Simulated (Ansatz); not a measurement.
This script for Ansatz 0.2.0 through its Python package starts 6 runs on C2H8BN, SMILES CB(C)N. What input does the engine get in each?

`c2h8bn.py`:
```python
"""One geometry of C2H8BN, method by method."""

from pathlib import Path

import ansatz
import numpy as np

BASIS_SET = "cc-pVDZ"


def main() -> None:
    mol = (
        ansatz.Crystal.molecule()
        .atom("C", (-0.6913, 1.0716, -0.5915))
        .atom("B", (0.0374, -0.1861, -0.1131))
        .atom("C", (1.0462, -0.0589, 1.0719))
        .atom("N", (-0.1081, -1.5254, -0.7857))
        .atom("H", (-1.4177, 0.8657, -1.4629))
        .atom("H", (-1.3373, 1.5422, 0.2358))
        .atom("H", (0.0183, 1.8829, -0.9347))
        .atom("H", (0.5928, 0.3159, 1.9883))
        .atom("H", (1.5405, -1.0325, 1.3373))
        .atom("H", (1.8793, 0.6615, 0.8358))
        .atom("H", (-0.9166, -1.4275, -1.5056))
        .atom("H", (-0.5665, -2.1646, -0.0418))
    )

    job = mol.calculation().basis(gaussian=BASIS_SET)

    print("functional    E (Ha)        dipole (D)   HOMO (eV)  LUMO (eV)")
    for name in ["r2scan0", "revpbe", "pbe", "hf", "lda", "blyp"]:
        data = job.functional(name).forces().orbitals().run(threads=1, runs_dir="runs").report
        lines = Path(data["orbitals_path"]).read_text().splitlines()
        field_of = lambda key: [line.split("=")[1].strip() for line in lines if line.startswith(key)]
        orbitals = [(27.211386 * float(e), s, float(n)) for e, s, n in zip(field_of("Ene="), field_of("Spin="), field_of("Occup="))]
        homo = max(e for e, _, n in orbitals if n > 0.5)
        lumo = min(e for e, _, n in orbitals if n < 0.5)
        dipole = 4.803205 * np.linalg.norm(data["charge_distribution"]["dipole_moment_e_ang"])
        print(f"{name:10s} {data['free_energy_ev'] / 27.211386246:14.6f} {dipole:9.3f} {homo:11.3f} {lumo:10.3f}")


if __name__ == "__main__":
    main()
```

Run 1:
```yaml
crystal:
  periodic: [false, false, false]
  atoms:
    - { symbol: C, position_ang: [-0.6913, 1.0716, -0.5915] }
    - { symbol: B, position_ang: [0.0374, -0.1861, -0.1131] }
    - { symbol: C, position_ang: [1.0462, -0.0589, 1.0719] }
    - { symbol: "N", position_ang: [-0.1081, -1.5254, -0.7857] }
    - { symbol: H, position_ang: [-1.4177, 0.8657, -1.4629] }
    - { symbol: H, position_ang: [-1.3373, 1.5422, 0.2358] }
    - { symbol: H, position_ang: [0.0183, 1.8829, -0.9347] }
    - { symbol: H, position_ang: [0.5928, 0.3159, 1.9883] }
    - { symbol: H, position_ang: [1.5405, -1.0325, 1.3373] }
    - { symbol: H, position_ang: [1.8793, 0.6615, 0.8358] }
    - { symbol: H, position_ang: [-0.9166, -1.4275, -1.5056] }
    - { symbol: H, position_ang: [-0.5665, -2.1646, -0.0418] }
basis:
  gaussian:
    orbitals: cc-pVDZ
hamiltonian:
  xc: r2scan0
output:
  orbitals: {}
  forces: true
```

Run 2, against run 1:
```diff
-  xc: r2scan0
+  xc: revpbe
```

Run 3, against run 1:
```diff
-  xc: r2scan0
+  xc: pbe
```

Run 4, against run 1:
```diff
-  xc: r2scan0
+  xc: hf
```

Run 5, against run 1:
```diff
-  xc: r2scan0
+  xc: lda
```

Run 6, against run 1:
```diff
-  xc: r2scan0
+  xc: blyp
```

```console
$ python c2h8bn.py
functional    E (Ha)        dipole (D)   HOMO (eV)  LUMO (eV)
r2scan0       -160.552594     1.449      -7.824      0.508
revpbe        -160.616548     1.316      -6.110     -0.626
pbe           -160.433787     1.331      -6.145     -0.699
hf            -159.564115     1.563     -11.266      4.076
lda           -159.137226     1.393      -6.225     -0.856
blyp          -160.567134     1.308      -6.010     -0.546
```

What to keep in mind:
- These settings explore the input space; basis and method may be short of convergence.
- The geometry is a force-field or estimated start, not a minimum of this method, and the basis set is short of its limit. A lower total doesn't mark the better method: functionals have no common bound, and MP2 and coupled cluster aren't variational.
- Levels such as HOMO and LUMO are orbital energies: with these approximate functionals they aren't the ionisation energy and electron affinity, and their gap isn't the fundamental gap.
- The whole script took 18 s on 1 thread of Intel(R) Xeon(R) Platinum 8488C (Sapphire Rapids) (shared host), peak memory 0.26 GiB.

(Lines on the test bed's own set-up are left out of the output.)
